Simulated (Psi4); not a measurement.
# C2H2Br (SMILES C=[C]Br) at UB2PLYP/def2-SVPD (density fitting for correlation)

Aim: the vertical doublet–quartet gap of C2H2Br at UB2PLYP/def2-SVPD (density fitting for correlation), from 2 runs. 

The calculation is run with Psi4 1.11.

3 further runs of the same task are left out: 3 set aside as unsound or not needed.

## (1) Starting point

C2H2Br: 5 atoms, total charge 0, spin state doublet. As SMILES, `C=[C]Br`. The coordinates come from a GFN2-xTB relaxation.

Bond lengths: C1–C2 1.297 Å, C2–Br3 1.827 Å, C1–H4 1.088 Å, C1–H5 1.079 Å. Angles: C1–C2–Br3 136.8°, C2–C1–H4 124.6°, C2–C1–H5 120.2°, H4–C1–H5 115.1°.

## (2) A single-point energy at UB2PLYP/def2-SVPD (density fitting for correlation)

c2h2br.json

```json
{
  "schema_name": "qcschema_input",
  "schema_version": 1,
  "molecule": {
    "schema_name": "qcschema_molecule",
    "schema_version": 2,
    "symbols": ["C", "C", "Br", "H", "H"],
    "geometry": [1.06521972, -0.28389356, -0.29468389, -1.28718695, -0.67771248, 0.27306543, -4.02396391, 1.24525393, 1.12642795, 1.95503506, 1.56807584, -0.37008396, 2.29089608, -1.85174263, -0.73470662],
    "molecular_charge": 0,
    "molecular_multiplicity": 2,
    "fix_symmetry": "c1"
  },
  "driver": "energy",
  "model": {
    "method": "b2plyp",
    "basis": "def2-SVPD"
  },
  "keywords": {
    "reference": "uks",
    "puream": true,
    "e_convergence": 1e-09,
    "d_convergence": 1e-08,
    "scf_type": "pk",
    "dft_radial_points": 99,
    "dft_spherical_points": 590,
    "num_frozen_docc": 11,
    "maxiter": 200
  }
}
```

Run with:

```bash
$ psi4 --qcschema c2h2br.json -n 1 --memory 1600MB
```

stdout:

```text
[...]
  Running in c1 symmetry.
[...]
  Nuclear repulsion =  133.368934022244588
[...]
  Multiplicity = 2
[...]
  Nalpha       = 25
  Nbeta        = 24
[...]
    Number of basis functions: 97
[...]
   @UKS iter   1: -2650.16223036111842   -1.62889e+00   1.28725e-02 ADIIS/DIIS
[...]
   @UKS iter  16: -2650.45645369874273   -5.45697e-12   5.88423e-09 DIIS
[...]
   @S^2 Observed:                7.798559489E-01
[...]
    Orbital Energies [Eh]
    ---------------------
    Alpha Occupied:
       1A   -485.831548     2A    -63.612280     3A    -57.252536
       4A    -57.249885     5A    -57.249559     6A    -10.705606
       7A    -10.645478     8A     -9.196645     9A     -6.939908
      10A     -6.929118    11A     -6.928113    12A     -2.899986
      13A     -2.896376    14A     -2.895632    15A     -2.885968
      16A     -2.885959    17A     -0.964454    18A     -0.861751
      19A     -0.641176    20A     -0.543723    21A     -0.523102
      22A     -0.424679    23A     -0.399783    24A     -0.317416
      25A     -0.304022
    Alpha Virtual:
[...]
  @UKS Final Energy: -2650.45645369874273
   => Energetics <=
    Nuclear Repulsion Energy =            133.3689340222445878
    One-Electron Energy =               -3949.6522715042247000
    Two-Electron Energy =                1214.7257498036312882
    DFT Exchange-Correlation Energy =     -48.8988660203935765
    Empirical Dispersion Energy =           0.0000000000000000
    VV10 Nonlocal Energy =                  0.0000000000000000
    Total Energy =                      -2650.4564536987422798
[...]
 Multipole Moments:
 ------------------------------------------------------------------------------------
     Multipole            Electronic (a.u.)      Nuclear  (a.u.)        Total (a.u.)
 ------------------------------------------------------------------------------------
 L = 1.  Multiply by 2.5417464519 to convert [e a0] to [Debye]
 Dipole X            :         -9.2355320            9.6110085            0.3754765
 Dipole Y            :          2.9357645           -2.8372928            0.0984717
 Dipole Z            :          2.5916100           -2.6792674           -0.0876574
 Magnitude           :                                                    0.3979486
[...]
```

The result, in JSON:

```text
{
 "driver": "energy",
 "model": {
  "method": "b2plyp",
  "basis": "def2-SVPD"
 },
 "success": true,
 "return_result": -2650.6162972771804,
 "properties": {
  "calcinfo_nbasis": 97,
  "calcinfo_nmo": 97,
  "calcinfo_nalpha": 25,
  "calcinfo_nbeta": 24,
  "calcinfo_natom": 5,
  "nuclear_repulsion_energy": 133.36893402224462,
  "return_energy": -2650.6162972771804,
  "scf_one_electron_energy": -3949.6522715042247,
  "scf_two_electron_energy": 1214.7257498036313,
  "scf_xc_energy": -48.89886602039358,
  "scf_dipole_moment": [0.3754764596412876, 0.09847169125776922, -0.08765739060286037],
  "scf_total_energy": -2650.4564536987427,
  "scf_iterations": 16
 }
}
```

It took 28 s on 1 thread of Intel Xeon Platinum 8124M at 3.00GHz (Skylake/Cascade Lake), shared host; peak memory 0.73 GiB.

## (3) The quartet at the same level

job.in

```
memory 1600 mb

molecule {
  0 4
  C      0.563690    -0.150230    -0.155940
  C     -0.681150    -0.358630     0.144500
  Br    -2.129390     0.658960     0.596080
  H      1.034560     0.829790    -0.195840
  H      1.212290    -0.979900    -0.388790
  units angstrom
  symmetry c1
  no_reorient
  no_com
}

set {
  basis                def2-SVPD
  reference            uks
  puream               true
  e_convergence        1e-09
  d_convergence        1e-08
  scf_type             pk
  dft_radial_points    99
  dft_spherical_points 590
  num_frozen_docc      11
  maxiter              200
}

energy('b2plyp')
```

Run with:

```bash
$ psi4 -i job.in -o job.out -n 1
```

job.out:

```text
[...]
  Running in c1 symmetry.
[...]
  Nuclear repulsion =  133.368933938146881
[...]
  Multiplicity = 4
[...]
  Nalpha       = 26
  Nbeta        = 23
[...]
    Number of basis functions: 97
[...]
   @UKS iter   1: -2649.96328608112390   -1.42995e+00   1.26341e-02 ADIIS/DIIS
[...]
   @UKS iter  15: -2650.30807320721260   -1.36424e-12   4.67275e-09 DIIS
[...]
   @S^2 Observed:                3.766141703E+00
[...]
    Orbital Energies [Eh]
    ---------------------
    Alpha Occupied:
       1A   -485.834979     2A    -63.615164     3A    -57.255027
       4A    -57.253225     5A    -57.252701     6A    -10.689367
       7A    -10.652672     8A     -9.199426     9A     -6.941233
      10A     -6.932824    11A     -6.931547    12A     -2.901729
      13A     -2.898931    14A     -2.897871    15A     -2.889650
      16A     -2.889633    17A     -0.983459    18A     -0.888942
      19A     -0.661003    20A     -0.555164    21A     -0.529746
      22A     -0.484733    23A     -0.401383    24A     -0.367924
      25A     -0.307592    26A     -0.175994
    Alpha Virtual:
[...]
  @UKS Final Energy: -2650.30807320721260
   => Energetics <=
    Nuclear Repulsion Energy =            133.3689339381468812
    One-Electron Energy =               -3949.3587028204651688
    Two-Electron Energy =                1214.6059269677994052
    DFT Exchange-Correlation Energy =     -48.9242312926934844
    Empirical Dispersion Energy =           0.0000000000000000
    VV10 Nonlocal Energy =                  0.0000000000000000
    Total Energy =                      -2650.3080732072126011
[...]
 Multipole Moments:
 ------------------------------------------------------------------------------------
     Multipole            Electronic (a.u.)      Nuclear  (a.u.)        Total (a.u.)
 ------------------------------------------------------------------------------------
 L = 1.  Multiply by 2.5417464519 to convert [e a0] to [Debye]
 Dipole X            :        138.2555630         -137.9246092            0.3309537
 Dipole Y            :        -37.4865548           37.5305845            0.0440296
 Dipole Z            :        -38.2711093           38.1904768           -0.0806325
 Magnitude           :                                                    0.3434685
[...]
```

Wall time 25 s (1 thread of Intel Xeon Platinum 8124M at 3.00GHz (Skylake/Cascade Lake), shared host); peak memory 0.74 GiB.

## (4) What came out

At UB2PLYP/def2-SVPD (density fitting for correlation), 11 core orbitals frozen:

```
                                                         quantity           value
                                            doublet: total energy  -2650.61630 Eh
doublet: HOMO energy (SCF part's orbitals) (highest over α and β)        -8.27 eV
 doublet: LUMO energy (SCF part's orbitals) (lowest over α and β)        -0.98 eV
                                                    doublet: ⟨S²⟩           0.780
                                            quartet: total energy  -2650.45354 Eh
quartet: HOMO energy (SCF part's orbitals) (highest over α and β)        -4.79 eV
 quartet: LUMO energy (SCF part's orbitals) (lowest over α and β)        -2.75 eV
                                                    quartet: ⟨S²⟩           3.766
                 vertical energy of the quartet above the doublet        4.429 eV
```

At this shape the quartet lies 4.43 eV (102 kcal/mol) above the doublet.
